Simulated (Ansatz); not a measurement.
# InOF₂ radical (SMILES [O][In]([F])[F]): a rigid scan of the bond length O1–In2

How does the energy rise as the bond length O1–In2 leaves its equilibrium value, and do density functionals follow CCSD(T)? All other internal coordinates keep their values.

Program: Ansatz 0.2.0, Gaussian basis. Level of theory: single points in def2-TZVPP. These are calculated values, not measurements.

Levels: PBE-D4, r2SCAN-D4, PBE0-D4, B3LYP-D4, wB97M-V, Hartree-Fock, MP2, CCSD, CCSD(T). The scan takes 1.785, 1.825, 1.883, 1.951, 2.026, 2.108, 2.194 Å.

Correlated methods freeze the cores. Filled d shells of the heavier atoms are correlated. Core potentials replace the inner electrons past krypton, and spin-orbit coupling is left out. Orbitals are unrestricted. B3LYP uses VWN-RPA correlation.

### 1 Where the work starts

The minimum, relaxed at PBE0-D4: SMILES `[O][In]([F])[F]`, 4 atoms, charge 0, spin multiplicity 2.

Atoms are counted from 1 here; the program's logs count them from 0.

Bond lengths: O1–In2 1.983 Å, In2–F3 1.924 Å, In2–F4 1.924 Å. Angles: O1–In2–F3 122.1°, O1–In2–F4 122.1°, F3–In2–F4 115.7°.

As a file:

```xyz
4
charge 0, multiplicity 2
O    -1.0320   -0.0296    1.6983
In    0.0055   -0.0152    0.0085
F     1.4575   -1.2365   -0.3113
F    -0.3755    1.2210   -1.4158
```

Energies of the minimum (eV), from earlier single points: PBE-D4 -12650.32939, r2SCAN-D4 -12656.22309, PBE0-D4 -12650.02310, B3LYP-D4 -12659.23491, wB97M-V -12654.18900, CCSD(T) -12628.19956.

At the minimum the bond length O1–In2 is 1.983 Å.

### 2 O1–In2 = 1.785 Å

ccsdt-tzvpp/in.yaml reads:

```yaml
crystal:
  periodic: [false, false, false]
  atoms:
    - {symbol: O, position_ang: [-1.032013, -0.029587, 1.698338]}
    - {symbol: In, position_ang: [-0.098065, -0.016657, 0.177220]}
    - {symbol: F, position_ang: [1.353867, -1.237949, -0.142594]}
    - {symbol: F, position_ang: [-0.479120, 1.219590, -1.247014]}
basis:
  gaussian: {orbitals: def2-TZVPP}
magnetization: {spin_polarized: true, initial_magnetization: 1}
correlation: {method: ccsd_t}
scf: {omitted_lower_state_checks: [cluster_reference]}
```

The command line of these runs was not kept.

The runs that follow: O1–In2 = 1.825 Å; O1–In2 = 1.883 Å; O1–In2 = 1.951 Å; O1–In2 = 2.026 Å; O1–In2 = 2.108 Å; O1–In2 = 2.194 Å.

Q: Predict the outcome of this session. Wanted: highest point, CCSD(T); lowest point, CCSD(T); minimum along the scan, CCSD(T); RMS deviation from CCSD(T); largest T1 diagnostic.

**Answer**, as computed:

| quantity | value |
| --- | --- |
| highest point, CCSD(T) | 54.3 kJ/mol at 1.785 Å |
| lowest point, CCSD(T) | 0.0 kJ/mol at 1.983 Å |
| minimum along the scan, CCSD(T) | 1.987 Å |
| curvature there | 19.4 eV/Å² |
| RMS deviation from CCSD(T) | PBE-D4 3.9, r2SCAN-D4 1.7, PBE0-D4 2.0, B3LYP-D4 2.4, wB97M-V 1.3, Hartree-Fock 3.5, MP2 3.2, CCSD 1.7 kJ/mol |
| largest T1 diagnostic | 0.021 |

**Reading.** A polynomial through the near points puts the CCSD(T) minimum 0.004 Å above the PBE0-D4 value. The well is lopsided: squeezing costs more than stretching by the same length. Curvature against CCSD(T): PBE-D4 -17 %, Hartree-Fock +14 %. wB97M-V follows the CCSD(T) curve best and PBE-D4 worst. 2 further points are left out, because the reference changes its state there.
